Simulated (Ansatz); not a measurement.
# C₂H₅F₃Ge: up Jacob's ladder to CCSD(T)

The task here is to estimate one member of a computed series from the others.

Computed with Ansatz 0.2.0, Gaussian basis. Level: functionals in def2-TZVPP, the program's frozen cores in correlated methods.

The runs, in order: LDA (SPW92), PBE-D4, revPBE-D4, BLYP-D4, r2SCAN-D4, B97M-V, PBE0-D4, B3LYP-D4, r2SCANh-D4, r2SCAN0-D4, HSE06-D4, BHLYP-D4, CAM-B3LYP-D4, LC-ωPBE, ωB97X-V, ωB97M-V, B2PLYP, PBE-QIDH; CCSD(T)/def2-SVP; CCSD(T)/def2-TZVPP; MP2/def2-QZVPP; extrapolation to the limit; RPA on PBE.

### The geometry

An earlier PBE0-D4 in a triple-zeta def2 set relaxation fixed the geometry.

11 atoms, charge 0, spin multiplicity 1.

Atoms are counted from 1 here; the program's logs count them from 0.

Bond lengths: C1–C2 1.524 Å, C1–H7 1.092 Å, C1–H8 1.091 Å, C1–H9 1.091 Å, C2–Ge3 1.922 Å, C2–H10 1.093 Å, C2–H11 1.093 Å, Ge3–F4 1.716 Å, Ge3–F5 1.715 Å, Ge3–F6 1.716 Å. Angles: C2–C1–H7 110.2°, C2–C1–H8 111.6°, C2–C1–H9 111.6°, H7–C1–H8 107.7°, H7–C1–H9 107.7°, H8–C1–H9 107.9°, C1–C2–Ge3 112.7°, C1–C2–H10 111.9°, C1–C2–H11 111.9°, Ge3–C2–H10 106.5°, Ge3–C2–H11 106.5°, H10–C2–H11 107.2°, C2–Ge3–F4 113.1°, C2–Ge3–F5 114.0°, C2–Ge3–F6 113.1°, F4–Ge3–F5 105.4°, F4–Ge3–F6 105.0°, F5–Ge3–F6 105.4°.

Set-up of the first run:

The input, in.yaml:

```yaml
crystal:
  periodic: [false, false, false]
  atoms:
    - {symbol: C, position_ang: [0.025832, -1.154490, 0.911792]}
    - {symbol: C, position_ang: [0.588061, -0.406638, -0.291640]}
    - {symbol: Ge, position_ang: [-0.340098, 1.240511, -0.639635]}
    - {symbol: F, position_ang: [-2.012166, 1.016650, -0.956411]}
    - {symbol: F, position_ang: [0.266415, 2.112763, -1.985948]}
    - {symbol: F, position_ang: [-0.280625, 2.337286, 0.679408]}
    - {symbol: H, position_ang: [0.581897, -2.080147, 1.072800]}
    - {symbol: H, position_ang: [-1.023390, -1.417636, 0.766526]}
    - {symbol: H, position_ang: [0.098680, -0.559660, 1.823981]}
    - {symbol: H, position_ang: [0.520618, -0.999744, -1.206892]}
    - {symbol: H, position_ang: [1.640175, -0.145996, -0.153278]}
basis:
  gaussian: {orbitals: def2-TZVPP}
hamiltonian: {xc: lda}
output: {orbitals: {seedname: orbitals}}
```

Launch:

```
$ ansatz run in.yaml --threads 4 --pin off --events-out ev --progress --plain --max-ram 11315MiB
```

Among the steps run: LDA; PBE-D4 (GGA); revPBE-D4 (GGA); BLYP-D4 (GGA); r2SCAN-D4 (meta-GGA); B97M-V (meta-GGA); PBE0-D4 (hybrid); B3LYP-D4 (hybrid); r2SCANh-D4 (hybrid); r2SCAN0-D4 (hybrid); HSE06-D4 (hybrid); BHLYP-D4 (hybrid); CAM-B3LYP-D4 (range-separated); LC-ωPBE (range-separated); ωB97X-V (range-separated); ωB97M-V (range-separated); B2PLYP (double hybrid); PBE-QIDH (double hybrid).

One table of the session follows, with a row left open; its other results are not shown here.

It belongs to the step «Frontier levels by functional». 

| functional | HOMO (eV) | gap (eV) |
| --- | --- | --- |
| LDA (SPW92) | -8.45 | 6.92 |
| PBE-D4 | -8.28 | 7.09 |
| revPBE-D4 | -8.20 | 7.17 |
| BLYP-D4 | -8.20 | 7.01 |
| r2SCAN-D4 | -8.60 | 7.86 |
| B97M-V | -8.69 | 7.79 |
| PBE0-D4 | ? | ? |
| B3LYP-D4 | -9.52 | 9.00 |
| r2SCANh-D4 | -9.14 | 8.76 |
| r2SCAN0-D4 | -9.93 | 10.10 |
| HSE06-D4 | -9.31 | 8.81 |
| BHLYP-D4 | -11.09 | 11.84 |
| CAM-B3LYP-D4 | -11.14 | 11.93 |
| LC-ωPBE | -12.43 | 14.64 |
| ωB97X-V | -12.08 | 14.10 |
| ωB97M-V | -11.96 | 13.65 |

Q: Estimate the row for PBE0-D4 from the others.

**Answer.** HOMO (eV): -9.72; gap (eV): 9.59. In the column «HOMO (eV)» it lies between r2SCAN0-D4 (-9.93) and B3LYP-D4 (-9.52).
